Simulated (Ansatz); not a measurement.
# H5O2PSi: a ladder of functionals and wavefunction methods

How much do the methods differ for H5O2PSi? The plan is to run it at one geometry with functionals of several rungs and with coupled cluster. The yardstick is the atomisation energy at the CCSD(T) limit.

Computed with Ansatz 0.2.0, Gaussian basis. Level: functionals in def2-TZVPP, the program's frozen cores in correlated methods.

The runs, in order: LDA (SPW92), PBE-D4, revPBE-D4, BLYP-D4, r2SCAN-D4, B97M-V, PBE0-D4, B3LYP-D4, r2SCANh-D4, r2SCAN0-D4, HSE06-D4, BHLYP-D4, CAM-B3LYP-D4, LC-ωPBE, ωB97X-V, ωB97M-V, B2PLYP, PBE-QIDH; CCSD(T)/def2-SVP; CCSD(T)/def2-TZVPP; MP2/def2-QZVPP; extrapolation to the limit; RPA on PBE.

### 1 The geometry

The geometry comes from an earlier relaxation with PBE0-D4 in a triple-zeta def2 set; it is a stationary point, not always the lowest conformer.

SMILES `O[SiH2]PO`, 9 atoms, charge 0, spin multiplicity 1.

Atoms are counted from 1 here; the program's logs count them from 0.

Bond lengths: O1–Si2 1.646 Å, O1–H5 0.961 Å, Si2–P3 2.264 Å, Si2–H6 1.489 Å, Si2–H7 1.484 Å, P3–O4 1.681 Å, P3–H8 1.427 Å, O4–H9 0.960 Å. Angles: Si2–O1–H5 114.3°, O1–Si2–P3 108.9°, O1–Si2–H6 111.2°, O1–Si2–H7 108.7°, P3–Si2–H6 107.9°, P3–Si2–H7 110.7°, H6–Si2–H7 109.5°, Si2–P3–O4 93.6°, Si2–P3–H8 93.0°, O4–P3–H8 98.5°, P3–O4–H9 109.7°.

### 2 LDA

This LDA is Slater exchange with PW92 correlation.

The input, in.yaml:

```yaml
crystal:
  periodic: [false, false, false]
  atoms:
    - {symbol: O, position_ang: [-0.981315, 0.748180, -1.259536]}
    - {symbol: Si, position_ang: [0.433506, 0.977709, -0.449699]}
    - {symbol: P, position_ang: [0.898015, -0.879949, 0.758532]}
    - {symbol: O, position_ang: [-0.718365, -1.189693, 1.099907]}
    - {symbol: H, position_ang: [-1.618575, 0.199288, -0.794141]}
    - {symbol: H, position_ang: [0.333588, 2.124330, 0.494300]}
    - {symbol: H, position_ang: [1.509217, 1.242814, -1.437084]}
    - {symbol: H, position_ang: [1.028750, -1.694859, -0.405189]}
    - {symbol: H, position_ang: [-0.796322, -1.574119, 1.975908]}
basis:
  gaussian: {orbitals: def2-TZVPP}
hamiltonian: {xc: lda}
output: {orbitals: {seedname: orbitals}}
```

Run with:

```
> ansatz run in.yaml --threads 2 --pin off --events-out ev --progress --plain --max-ram 4352MiB
```

Further steps of the session: PBE-D4 (GGA); revPBE-D4 (GGA); BLYP-D4 (GGA); r2SCAN-D4 (meta-GGA); B97M-V (meta-GGA); PBE0-D4 (hybrid); B3LYP-D4 (hybrid); r2SCANh-D4 (hybrid); r2SCAN0-D4 (hybrid); HSE06-D4 (hybrid); BHLYP-D4 (hybrid); CAM-B3LYP-D4 (range-separated); LC-ωPBE (range-separated); ωB97X-V (range-separated); ωB97M-V (range-separated); B2PLYP (double hybrid); PBE-QIDH (double hybrid); CCSD(T) in def2-SVP; CCSD(T) in def2-TZVPP; MP2 in def2-QZVPP; RPA on PBE orbitals.

Before running them: what should the planned runs give, taken together? Wanted: atomisation energy, CCSD(T)/CBS; farthest beyond LDA; mean size of error, GGA; mean size of error, meta-GGA; mean size of error, hybrid; mean size of error, range-separated; mean size of error, double hybrid; gap, smallest and largest; T1 diagnostic.

As calculated:

```
                               quantity                                             value
        atomisation energy, CCSD(T)/CBS                                     2966.7 kJ/mol
 functionals within 14.8 kJ/mol (0.5 %)  BLYP-D4, B97M-V, B3LYP-D4, CAM-B3LYP-D4, ωB97M-V
                    farthest beyond LDA                          BHLYP-D4 (-116.7 kJ/mol)
                mean size of error, GGA                                       27.3 kJ/mol
           mean size of error, meta-GGA                                        8.7 kJ/mol
             mean size of error, hybrid                                       59.7 kJ/mol
    mean size of error, range-separated                                       20.3 kJ/mol
      mean size of error, double hybrid                                       65.0 kJ/mol
              gap, smallest and largest         3.94 eV (LDA (SPW92)), 11.04 eV (LC-ωPBE)
                          T1 diagnostic                                            0.0130
triples share of the correlation energy                                             3.6 %
```

In words: LDA overbinds by 439.8 kJ/mol (15 %). PBE-D4 misses by +16.0 kJ/mol. Double hybrids carry the basis error of their MP2 part in triple zeta, and no dispersion term here, so their miss is partly the set-up's. By mean error the best rung here is meta-GGA (8.7 kJ/mol) and the worst beyond LDA is double hybrid (65.0 kJ/mol). Misses under about 14.8 kJ/mol are within the doubt on the reference itself, which lacks core-valence correlation, relativity and higher excitations. Hartree-Fock recovers 68 % of the binding; the rest is correlation. CCSD(T) in def2-SVP is off by -307.6 kJ/mol, so the small basis spoils what the method gains. The gap grows from 3.9 to 11.0 eV across the functionals, mostly with the share of exact exchange.
